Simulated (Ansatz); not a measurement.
A run of Ansatz 0.2.0 is set up as follows.

Contents of input.yaml:

```yaml
crystal:
  lattice:
    - [4.1467, 0.0, 0.0]
    - [-2.07335, 3.59115, 0.0]
    - [0.0, 0.0, 5.41629]
  atoms:
    - { symbol: Ni, position: [0.0, 0.0, 0.02221], spin: 1.0 }
    - { symbol: Mo, position: [0.66667, 0.33333, 0.45996], spin: 1.0 }
    - { symbol: Pd, position: [0.33333, 0.66667, 0.74601] }
    - { symbol: Ir, position: [0.33333, 0.66667, 0.25641], spin: 0.6 }
    - { symbol: W, position: [0.66667, 0.33333, 0.99985] }
hamiltonian:
  xc: lda
  pseudopotentials: { kind: paw }
magnetization:
  spin_polarized: true
kpoints:
  mp_grid: { grid: [5, 5, 4] }
scf:
  occupations: { method: fermi_dirac, width: 0.05 }
output:
  forces: true
  stress: true
  eigenvalues: true
relax:
  f_tol: 0.01
  max_steps: 40
  cell: { stress_tol: 0.05 }
```

Potentials or basis: Ansatz PAW.

Run with:

```bash
$ ansatz run input.yaml --threads 8 --pin off --max-ram 20480MiB --backend cpu --events-out ev --progress --plain --runs-dir out
```

(1) Predict the space group after relaxing (to 0.05 Å).

(2) What does it give for the band gap on the k mesh?

(3) Estimate the absolute moment.

(4) What does it give for the relaxed volume?

Results:

(1) P3m1 (No. 156).

(2) none (metal or under the smearing width).

(3) 0.00 μB per cell.

(4) 15.24 Å³/atom.

Caveat: the PAW data sets come from PBE, with cores solved anew for the run's functional, which leaves a small shift of forces and pressure; the starting moments weren't kept.
